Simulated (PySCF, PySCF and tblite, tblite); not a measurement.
**C5H7BrO: conformers and averaged spectra**

Aim: find the conformers of C5H7BrO (`O=C1CC[C@H](Br)C1`), weigh them, and average their properties.

Computed with tblite 0.8.0 (tight binding) and PySCF 2.14.0 (DFT, with response routines of our own); each step states its level. Atoms count from 0 throughout.

## Step 1: The starting structure

14 atoms, charge 0, multiplicity 1; geometry from: MMFF94s geometry.

Bonds of the start (Å): C1–C2 1.49, C1–C6 1.51, C2–C3 1.53, C2–H7 1.10, C2–H8 1.09, C3–C4 1.52, C3–H10 1.09, C3–H9 1.11, C4–Br5 1.96, C4–C6 1.52, C4–H11 1.09, C6–H12 1.11, C6–H13 1.09, O0–C1 1.23.

## Step 2: GFN2-xTB relaxation, conformer 1

The job: settings as JSON, then the geometry in Å.

```
{"job": {"xc": "GFN2-xTB", "basis": "xTB", "kind": "relax"}, "charge": 0, "multiplicity": 1}
O      0.716100    -2.322100    -0.765500
C      0.356300    -1.203700    -0.393400
C     -0.994400    -0.629100    -0.635700
C     -1.010000     0.591400     0.281500
C      0.446800     1.006700     0.411300
Br     0.940900     2.120800    -1.127500
C      1.250300    -0.279500     0.402800
H     -1.072500    -0.327300    -1.685400
H     -1.786300    -1.339900    -0.379500
H     -1.377300     0.273500     1.282700
H     -1.679500     1.370000    -0.075400
H      0.637600     1.621600     1.287800
H      1.330400    -0.683200     1.431100
H      2.240900    -0.199800    -0.056900
```

Started as:

```console
$ OMP_NUM_THREADS=1 python ens_run.py task.json out
```

The driver reads the study from task.json and runs its stages one after another.

The program printed:

```text
step      E/eV     max force
  0    -610.18732    3.504
  1    -610.19451    4.293
  2    -610.28262    0.551
  3    -610.29275    0.358
  4    -610.30759    0.111
  5    -610.30842    0.097
  6    -610.31010    0.092
  7    -610.31094    0.103
  8    -610.31180    0.060
  9    -610.31208    0.033
 10    -610.31208    0.033
 11    -610.31217    0.033
 12    -610.31246    0.033
 13    -610.31253    0.036
 14    -610.31270    0.033
 15    -610.31281    0.039
 16    -610.31292    0.031
 17    -610.31301    0.034
 18    -610.31312    0.033
 19    -610.31322    0.029
 20    -610.31332    0.030
 21    -610.31341    0.032
 22    -610.31349    0.031
 23    -610.31359    0.029
 24    -610.31368    0.027
 25    -610.31377    0.022
 26    -610.31386    0.026
 27    -610.31397    0.028
 28    -610.31408    0.025
 29    -610.31416    0.022
 30    -610.31422    0.017
 31    -610.31427    0.020
 32    -610.31431    0.014
 33    -610.31433    0.010
 34    -610.31434    0.009
 35    -610.31435    0.007
 36    -610.31435    0.007
 37    -610.31436    0.008
 38    -610.31437    0.006
 39    -610.31437    0.005
 40    -610.31438    0.004
 41    -610.31438    0.003
```

It took 0.19 s on 1 thread of Arm Neoverse V2, shared host.

The energy fell by 0.127 eV, and the atoms moved 0.05 Å (root mean square).

GFN2-xTB relaxation, conformer 2:

The job: settings as JSON, then the geometry in Å.

```
{"job": {"xc": "GFN2-xTB", "basis": "xTB", "kind": "relax"}, "charge": 0, "multiplicity": 1}
O     -2.435900    -0.763700    -0.212600
C     -1.288500    -0.380600    -0.124300
C     -0.812700     1.002500    -0.463200
C      0.691800     0.854300    -0.444400
C      0.920200    -0.222800     0.628600
Br     2.684000    -0.991400     0.470300
C     -0.158000    -1.256100     0.369200
H     -1.174000     1.311500    -1.449000
H     -1.162100     1.698400     0.304800
H      1.193200     1.787400    -0.193400
H      1.047700     0.518300    -1.422400
H      0.835100     0.198400     1.630700
H     -0.443800    -1.781300     1.300400
H      0.102400    -1.975300    -0.416900
```

The program printed:

```text
step      E/eV     max force
  0    -610.19630    2.089
  1    -610.21830    2.450
  2    -610.25745    0.528
  3    -610.27733    0.464
  4    -610.28840    0.291
  5    -610.29065    0.156
  6    -610.29258    0.133
  7    -610.29417    0.204
  8    -610.29558    0.151
  9    -610.29615    0.049
 10    -610.29637    0.031
 11    -610.29637    0.031
 12    -610.29645    0.033
 13    -610.29666    0.022
 14    -610.29671    0.022
 15    -610.29679    0.018
 16    -610.29684    0.017
 17    -610.29689    0.017
 18    -610.29692    0.012
 19    -610.29695    0.012
 20    -610.29696    0.011
 21    -610.29698    0.010
 22    -610.29699    0.007
 23    -610.29699    0.005
 24    -610.29699    0.004
 25    -610.29700    0.005
 26    -610.29700    0.005
 27    -610.29700    0.004
 28    -610.29700    0.004
```

It took 0.12 s on 1 thread of Arm Neoverse V2, shared host.

Gain 0.101 eV; displacement 0.04 Å root mean square.

## Step 3: Shieldings, conformer 1: PBE0/pcSseg-1

The job: settings as JSON, then the geometry in Å.

```
{"job": {"xc": "PBE0", "basis": "pcSseg-1", "kind": "nmr", "pop": true}, "charge": 0, "multiplicity": 1}
O      0.714877    -2.345176    -0.767833
C      0.369749    -1.260010    -0.394948
C     -0.983826    -0.619491    -0.621813
C     -1.021115     0.580664     0.319357
C      0.436848     1.017143     0.410150
Br     0.906422     2.103374    -1.172636
C      1.222909    -0.283004     0.399786
H     -1.022233    -0.297854    -1.666313
H     -1.791518    -1.332389    -0.465415
H     -1.357436     0.274287     1.313098
H     -1.675410     1.376501    -0.033772
H      0.651598     1.658851     1.263600
H      1.323963    -0.674117     1.416277
H      2.224495    -0.199253    -0.021704
```

The program printed:

```text
coarse grid: 55720 points
cycle   1  E = -2843.0827827004  dE = -1.706e-01  |g| = 1.024e+00  |ddm| = 3.443e+00
cycle   2  E = -2842.7149342309  dE =  3.678e-01  |g| = 1.624e+00  |ddm| = 2.485e+00
cycle   3  E = -2843.1907792453  dE = -4.758e-01  |g| = 3.636e-01  |ddm| = 2.077e+00
cycle   4  E = -2843.2137703423  dE = -2.299e-02  |g| = 8.350e-02  |ddm| = 2.942e-01
cycle   5  E = -2843.2150959767  dE = -1.326e-03  |g| = 2.151e-02  |ddm| = 8.795e-02
cycle   6  E = -2843.2152023370  dE = -1.064e-04  |g| = 7.135e-03  |ddm| = 2.742e-02
cycle   7  E = -2843.2152146488  dE = -1.231e-05  |g| = 2.297e-03  |ddm| = 8.143e-03
cycle   8  E = -2843.2152156987  dE = -1.050e-06  |g| = 4.546e-04  |ddm| = 2.062e-03
final grid: 117928 points
cycle   9  E = -2843.2152535097  dE =  3.259e-08  |g| = 7.919e-04  |ddm| = 1.857e-03
cycle  10  E = -2843.2152531604  dE =  3.493e-07  |g| = 1.590e-03  |ddm| = 1.739e-03
cycle  11  E = -2843.2152536249  dE = -4.644e-07  |g| = 1.000e-04  |ddm| = 1.214e-03
cycle  12  E = -2843.2152536269  dE = -2.018e-09  |g| = 9.041e-06  |ddm| = 9.140e-05
cycle  13  E = -2843.2152536269  dE = -1.364e-11  |g| = 3.413e-06  |ddm| = 1.177e-05
converged SCF energy = -2843.2152536269

GIAO shielding tensors (ppm)
atom      isotropic    diamagn.    paramagn.     s11        s22        s33       span
  0 O     -332.705     395.724    -728.429   -943.615   -423.077    368.576   1312.192
  1 C      -31.994     247.319    -279.313   -108.133    -52.992     65.142    173.275
  2 C      149.266     250.411    -101.145    133.503    138.310    175.985     42.482
  3 C      148.908     246.843     -97.934    131.734    143.741    171.250     39.516
  4 C      123.569     246.863    -123.293     93.970    125.739    151.000     57.030
  5 Br    2095.632    3123.027   -1027.395   1303.794   1986.279   2996.823   1693.029
  6 C      134.314     250.623    -116.309    119.613    131.612    151.718     32.105
  7 H       28.763      28.705       0.058     24.297     28.796     33.197      8.899
  8 H       29.532      28.990       0.542     25.266     27.764     35.565     10.299
  9 H       29.467      29.871      -0.404     24.540     27.106     36.755     12.215
 10 H       29.244      29.430      -0.186     24.818     28.306     34.610      9.792
 11 H       26.837      29.857      -3.020     21.240     25.520     33.751     12.511
 12 H       29.151      29.358      -0.207     25.130     26.439     35.883     10.753
 13 H       29.014      29.331      -0.317     24.176     29.354     33.511      9.335
```

It took 20 s on 1 thread of Arm Neoverse V2, shared host.

This run: HOMO -7.33 eV, LUMO -0.77 eV; dipole 3.11 D.

## Step 4: Shieldings, conformer 2: PBE0/pcSseg-1

The job: settings as JSON, then the geometry in Å.

```
{"job": {"xc": "PBE0", "basis": "pcSseg-1", "kind": "nmr", "pop": false}, "charge": 0, "multiplicity": 1}
O     -2.474037    -0.767748    -0.224038
C     -1.339803    -0.394800    -0.122724
C     -0.815864     0.983824    -0.476389
C      0.705537     0.858610    -0.438820
C      0.936827    -0.214641     0.621469
Br     2.725861    -1.011457     0.487250
C     -0.174584    -1.225186     0.387553
H     -1.205835     1.319368    -1.436215
H     -1.177321     1.678208     0.286392
H      1.206780     1.794940    -0.197276
H      1.077145     0.509209    -1.404305
H      0.883496     0.205757     1.627706
H     -0.444749    -1.804852     1.269764
H      0.095869    -1.931704    -0.402533
```

The program printed:

```text
coarse grid: 55720 points
cycle   1  E = -2843.0822682474  dE = -1.724e-01  |g| = 1.025e+00  |ddm| = 3.468e+00
cycle   2  E = -2842.6994735027  dE =  3.828e-01  |g| = 1.645e+00  |ddm| = 2.498e+00
cycle   3  E = -2843.1897001464  dE = -4.902e-01  |g| = 3.623e-01  |ddm| = 2.104e+00
cycle   4  E = -2843.2124588416  dE = -2.276e-02  |g| = 8.673e-02  |ddm| = 3.002e-01
cycle   5  E = -2843.2138802858  dE = -1.421e-03  |g| = 2.305e-02  |ddm| = 9.774e-02
cycle   6  E = -2843.2140050860  dE = -1.248e-04  |g| = 7.826e-03  |ddm| = 3.169e-02
cycle   7  E = -2843.2140199877  dE = -1.490e-05  |g| = 2.201e-03  |ddm| = 8.478e-03
cycle   8  E = -2843.2140209657  dE = -9.780e-07  |g| = 4.040e-04  |ddm| = 2.140e-03
final grid: 117928 points
cycle   9  E = -2843.2140382242  dE =  2.278e-08  |g| = 7.363e-04  |ddm| = 2.098e-03
cycle  10  E = -2843.2140379226  dE =  3.015e-07  |g| = 1.485e-03  |ddm| = 1.666e-03
cycle  11  E = -2843.2140383234  dE = -4.008e-07  |g| = 8.806e-05  |ddm| = 1.159e-03
cycle  12  E = -2843.2140383252  dE = -1.764e-09  |g| = 9.803e-06  |ddm| = 7.945e-05
cycle  13  E = -2843.2140383252  dE = -2.001e-11  |g| = 4.291e-06  |ddm| = 1.343e-05
converged SCF energy = -2843.2140383252

GIAO shielding tensors (ppm)
atom      isotropic    diamagn.    paramagn.     s11        s22        s33       span
  0 O     -330.994     395.804    -726.797   -936.281   -415.693    358.993   1295.275
  1 C      -29.824     248.440    -278.264   -104.948    -52.564     68.040    172.988
  2 C      144.980     251.634    -106.654    125.712    140.403    168.826     43.114
  3 C      147.708     247.164     -99.456    120.607    145.572    176.946     56.339
  4 C      128.142     245.308    -117.167     92.579    128.895    162.951     70.373
  5 Br    2112.917    3121.270   -1008.354   1625.349   1720.690   2992.711   1367.362
  6 C      133.954     251.020    -117.065    113.498    129.029    159.337     45.839
  7 H       29.335      29.255       0.080     25.129     27.786     35.090      9.960
  8 H       29.568      29.597      -0.029     25.390     27.808     35.506     10.116
  9 H       29.050      29.410      -0.360     24.520     28.082     34.547     10.027
 10 H       29.530      29.801      -0.271     24.178     30.815     33.596      9.418
 11 H       27.476      29.672      -2.195     22.431     26.755     33.243     10.813
 12 H       28.862      29.299      -0.437     25.043     27.905     33.640      8.597
 13 H       29.221      29.206       0.015     24.619     29.515     33.529      8.910
```

Wall time 18 s (1 thread of Arm Neoverse V2, shared host).

Key values: HOMO -7.37 eV, LUMO -0.97 eV; dipole 1.94 D.

[end of part 1 of 2]
